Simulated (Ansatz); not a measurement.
# H5OPSeSi: a ladder of functionals and wavefunction methods

The task here is to estimate one member of a computed series from the others.

Program: Ansatz 0.2.0, Gaussian basis. Level of theory: functionals in def2-TZVPP, the program's frozen cores in correlated methods. These are calculated values, not measurements.

Plan: LDA (SPW92), PBE-D4, revPBE-D4, BLYP-D4, r2SCAN-D4, B97M-V, PBE0-D4, B3LYP-D4, r2SCANh-D4, r2SCAN0-D4, HSE06-D4, BHLYP-D4, CAM-B3LYP-D4, LC-ωPBE, ωB97X-V, ωB97M-V, B2PLYP, PBE-QIDH; CCSD(T)/def2-SVP; CCSD(T)/def2-TZVPP; MP2/def2-QZVPP; extrapolation to the limit; RPA on PBE.

### The relaxed structure

An earlier PBE0-D4 in a triple-zeta def2 set relaxation fixed the geometry.

SMILES `OP[SiH2][SeH]`, 9 atoms, charge 0, spin multiplicity 1.

Atoms are counted from 1 here; the program's logs count them from 0.

Bond lengths: O1–P2 1.661 Å, O1–H5 0.960 Å, P2–Si3 2.260 Å, P2–H6 1.426 Å, Si3–Se4 2.280 Å, Si3–H7 1.489 Å, Si3–H8 1.485 Å, Se4–H9 1.470 Å. Angles: P2–O1–H5 109.3°, O1–P2–Si3 99.3°, O1–P2–H6 98.8°, Si3–P2–H6 93.1°, P2–Si3–Se4 109.9°, P2–Si3–H7 107.3°, P2–Si3–H8 113.4°, Se4–Si3–H7 111.8°, Se4–Si3–H8 104.2°, H7–Si3–H8 110.2°, Si3–Se4–H9 92.9°.

Set-up of the first run:

in.yaml reads:

```yaml
crystal:
  periodic: [false, false, false]
  atoms:
    - {symbol: O, position_ang: [-1.092747, -1.106262, 1.390978]}
    - {symbol: P, position_ang: [-1.087937, -0.841211, -0.249212]}
    - {symbol: Si, position_ang: [0.321016, 0.923564, -0.331769]}
    - {symbol: Se, position_ang: [2.461928, 0.223800, 0.022623]}
    - {symbol: H, position_ang: [-0.950631, -2.040285, 1.561998]}
    - {symbol: H, position_ang: [-2.248226, -0.016597, -0.339357]}
    - {symbol: H, position_ang: [0.160161, 1.557605, -1.669127]}
    - {symbol: H, position_ang: [0.081827, 1.921237, 0.742017]}
    - {symbol: H, position_ang: [2.443109, -0.668252, -1.145050]}
basis:
  gaussian: {orbitals: def2-TZVPP}
hamiltonian: {xc: lda}
output: {orbitals: {seedname: orbitals}}
```

Steps of the session up to this table: LDA; PBE-D4 (GGA); revPBE-D4 (GGA); BLYP-D4 (GGA); r2SCAN-D4 (meta-GGA); B97M-V (meta-GGA); PBE0-D4 (hybrid); B3LYP-D4 (hybrid); r2SCANh-D4 (hybrid); r2SCAN0-D4 (hybrid); HSE06-D4 (hybrid); BHLYP-D4 (hybrid); CAM-B3LYP-D4 (range-separated); LC-ωPBE (range-separated); ωB97X-V (range-separated); ωB97M-V (range-separated); B2PLYP (double hybrid); PBE-QIDH (double hybrid).

One table of the session follows, with a row left open; its other results are not shown here.

It belongs to the step «Orbital energies across the functionals». 

```
  functional  HOMO (eV)  gap (eV)
 LDA (SPW92)      -5.88      3.98
      PBE-D4      -5.76      4.08
   revPBE-D4      -5.71      4.12
     BLYP-D4      -5.60      4.06
   r2SCAN-D4      -6.01      4.59
      B97M-V      -6.11      4.64
     PBE0-D4          ?         ?
    B3LYP-D4      -6.66      5.67
  r2SCANh-D4      -6.42      5.32
  r2SCAN0-D4      -7.04      6.41
    HSE06-D4      -6.48      5.33
    BHLYP-D4      -7.86      8.04
CAM-B3LYP-D4      -8.14      8.42
     LC-ωPBE      -9.46     10.92
     ωB97X-V      -9.13     10.45
     ωB97M-V      -8.96     10.04
```

Q: Estimate the row for PBE0-D4 from the others.

**Answer.** HOMO (eV): -6.87; gap (eV): 6.10. In the column «HOMO (eV)» it lies between r2SCAN0-D4 (-7.04) and B3LYP-D4 (-6.66).
